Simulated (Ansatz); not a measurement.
# AlCl2H5N2: the cost of one run

Program: Ansatz 0.2.0. Level of theory: RKS B3LYP-D4/def2-SVP. These are calculated values, not measurements.

## Step 1: The system as given

Bond lengths: Al1–N2 2.270 Å, N2–H3 1.060 Å, N2–H4 1.060 Å, Al1–N5 1.920 Å, N5–H6 1.060 Å, N5–H7 1.060 Å, Al1–Cl8 2.230 Å, Al1–Cl9 2.530 Å. Angles: Al1–N2–H3 120.0°, Al1–N2–H4 120.0°, H3–N2–H4 120.0°, N2–Al1–N5 120.0°, N2–Al1–Cl8 120.0°, N2–Al1–Cl9 71.6°, N5–Al1–Cl8 120.0°, N5–Al1–Cl9 114.2°, Cl8–Al1–Cl9 84.6°, Al1–N5–H6 120.0°, Al1–N5–H7 120.0°, H6–N5–H7 120.0°.

Coordinates:

```xyz
10

Al    0.0000    0.0000    0.0000
N     0.0000    0.0000    2.2700
H    -0.8770   -0.2713    2.8000
H     0.8770    0.2713    2.8000
N     1.6627    0.0000   -0.9600
H     2.1293   -0.9179   -1.2118
H     2.1141    0.9179   -1.2382
Cl   -1.9312    0.0000   -1.1150
Cl   -0.7361    2.2853    0.7978
H    -0.3958    1.2286    2.0062
```

## Step 2: Pulling towards end A

Springs on the bonds that form and break draw the guess towards this end; the thresholds are loose.

Contents of input.yaml:

```yaml
crystal:
  periodic: [false, false, false]
  atoms:
    - { symbol: Al, position_ang: [0.0, 0.0, 0.0] }
    - { symbol: "N", position_ang: [0.0, 0.0, 2.27] }
    - { symbol: H, position_ang: [-0.877, -0.2713, 2.8] }
    - { symbol: H, position_ang: [0.877, 0.2713, 2.8] }
    - { symbol: "N", position_ang: [1.6627, 0.0, -0.96] }
    - { symbol: H, position_ang: [2.1293, -0.9179, -1.2118] }
    - { symbol: H, position_ang: [2.1141, 0.9179, -1.2382] }
    - { symbol: Cl, position_ang: [-1.9312, 0.0, -1.115] }
    - { symbol: Cl, position_ang: [-0.7361, 2.2853, 0.7978] }
    - { symbol: H, position_ang: [-0.3958, 1.2286, 2.0062] }
basis:
  gaussian: { orbitals: def2-SVP }
hamiltonian:
  xc: b3lyp
  dispersion: d4
relax:
  f_tol: 0.15
  max_steps: 25
  restrain:
    - { distance: [0, 8], at: 3.43, k: 30.0 }
    - { distance: [9, 1], at: 2.26, k: 30.0 }
    - { distance: [0, 1], at: 1.92, k: 30.0 }
    - { distance: [9, 8], at: 1.37, k: 30.0 }
output:
  orbitals: {}
```

The run is started by

```bash
$ ansatz run input.yaml --threads 2 --pin off --max-ram 3072MiB --backend cpu --events-out ev --progress --plain --runs-dir out
```

What time and memory should one allow on 2 threads of Arm Neoverse V2, shared host?

About 53 s, with a peak of 0.24 GiB.
